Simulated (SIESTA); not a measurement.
Ho under changes of volume

One of the cells (31.741 Å³/atom); the others are scaled copies at fixed shape and fractional positions:

```xyz
2
Lattice="3.6010 0.0000 0.0000 -1.8005 3.1186 0.0000 0.0000 0.0000 5.6530" Properties=species:S:1:pos:R:3 pbc="T T T"
Ho    1.8005    1.0395    4.2397
Ho    0.0000    2.0790    1.4132
```

* Program: SIESTA 5.4.2
* Functional: PBE
* Potentials or basis: PseudoDojo 3+ lanthanides (4f in the core) (PBE files)
* Basis: DZP (energy shift 0.003 Ry; two zetas on semicore shells)
* Grid cutoff: 800 Ry
* Energy shift: 0.003 Ry
* k mesh: 9 × 9 × 5
* Occupations: fermi-dirac, width 0.05 eV
* Spin: collinear spin, ferromagnetic start
* Starting moments: [4.0, 4.0] μB

```tsv
volume (Å³/atom)	energy over the lowest point (meV/atom)	pressure (GPa)
29.252	13.71	2.9
29.874	4.90	1.8
30.496	0.00	0.9
31.741	0.72	-0.9
32.364	5.80	-1.6
32.986	?	?
```

Question: What does the run at 32.986 Å³/atom give?

Answer: Energy over the lowest point 13.80 meV/atom; pressure -2.4 GPa.

Worked out: A Birch-Murnaghan fit of order 3 (a polynomial in V^(-2/3)) to the other rows has its minimum at 31.04 Å³/atom with B0 = V·E''(V) = 43 GPa and B' = 3.1 at fixed shape and positions, which overstates the stiffness. It gives 13.68 meV/atom at 32.986 Å³/atom, against the run's 13.80, and -dE/dV = -2.4 GPa, against -2.4.

Energies are extrapolated to zero smearing.

Caveats: the magnetic or orbital state may not be the lowest; short orbitals over semicore shells can move pressures by several GPa; the basis of atomic orbitals isn't converged, which shifts pressures, moduli and gaps.
